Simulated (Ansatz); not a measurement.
# CsLiCr2Te2S3 in Ansatz: convergence with k mesh

CsLiCr2Te2S3:

```xyz
18
Lattice="3.6747 -0.0002 -0.0015 0.0007 6.2585 0.0027 0.0997 0.0151 18.8784" Properties=species:S:1:pos:R:3 pbc="T T T"
Cs    0.0873    6.2463   11.5116
Cs    1.9241    3.1114   12.0331
Li    1.9273    5.2275   18.6069
Li    3.7643    2.1113   18.5971
Cr    3.6657    0.0061    2.5383
Cr    1.8288    3.1327    2.5418
Cr    0.0887    4.2020   15.6893
Cr    1.9257    1.0600   15.7329
Te    0.0843    3.7384    8.7368
Te    1.9221    1.4273    8.5818
Te    1.8297    5.2398    4.3014
Te    3.6670    2.1091    4.3007
S     3.7641    6.2706   16.9998
S     1.9264    3.1716   16.9772
S     3.6659    4.1699    1.3573
S     1.8281    1.0434    1.3514
S     1.9258    5.2728   14.4419
S     0.0880    2.0646   14.4953
```

The cell was built by a generator and needn't be a form met in nature.

```yaml
Program: Ansatz 0.2.0
Task: convergence study
Functional: PBE
Potentials_or_basis: Ansatz PAW
Cutoff: "420 eV (not typed: the program's choice for these potentials)"
k_mesh: 2 × 2 × 1
Occupations: fermi-dirac, width 0.05 eV
Spin: collinear spin, ferromagnetic start
Starting_moments: "[0.0, 0.0, 0.0, 0.0, 3.0, 3.0, 3.0, 3.0, 0.0, 0.0, 0.0, 0.0, 0.0, 0.0, 0.0, 0.0, 0.0, 0.0] μB"
```

These are the settings of the first run; the series varies k mesh, with any setting tied to it.

Hardware: 8 threads of Arm Neoverse N1 (shared host).

Question: The values tried are 2 × 2 × 1, 3 × 2 × 1, 4 × 2 × 1, 4 × 3 × 1, 5 × 3 × 1, 7 × 4 × 2, 8 × 5 × 2, 10 × 6 × 2, 12 × 7 × 3, loosest first. From which on does the pressure stay within 0.1 GPa of the tightest run that finished?

Answer: From 4 × 3 × 1 on.

| k mesh | energy less the tightest run, at zero smearing (meV/atom) | pressure (GPa) | largest force (eV/Å) | absolute moment (μB) | SCF cycles | CPU time (s) | peak memory (GiB) |
| --- | --- | --- | --- | --- | --- | --- | --- |
| 2 × 2 × 1 | 50.73 | 0.67 | 0.272 | 13.87 | 26 | 130 | 1.9 |
| 3 × 2 × 1 | 5.06 | 0.30 | 0.246 | 13.69 | 27 | 230 | 1.8 |
| 4 × 2 × 1 | 7.04 | 0.15 | 0.098 | 13.51 | 26 | 270 | 1.9 |
| 4 × 3 × 1 | 9.96 | 0.09 | 0.062 | 13.68 | 27 | 450 | 2.2 |
| 5 × 3 × 1 | 7.64 | 0.01 | 0.141 | 13.52 | 26 | 530 | 2.4 |
| 7 × 4 × 2 | -0.74 | 0.00 | 0.051 | 13.52 | 26 | 1900 | 3.5 |
| 8 × 5 × 2 | 1.00 | 0.02 | 0.034 | 13.52 | 26 | 2700 | 4.2 |
| 10 × 6 × 2 | 0.84 | 0.00 | 0.052 | 13.50 | 26 | 4000 | 4.9 |
| 12 × 7 × 3 | 0.00 | 0.00 | 0.065 | 13.50 | 26 | 8600 | 8.2 |

Against the tightest run, the energy stays within 1 meV/atom from 10 × 6 × 2 on; the absolute moment stays within 0.02 μB from 5 × 3 × 1 on. Not settled before the last step: the largest force (to 0.005 eV/Å). Meshes of other sizes hit other points, so gaps and Fermi surfaces needn't settle smoothly. The tightest run that finished is the yardstick and may itself not be fully converged.

Caveat, for the tightest run too: only a ferromagnetic start was run, and an antiferromagnetic order may lie lower in energy. The run has no spin-orbit coupling, so splittings on Cs, Te are missing.
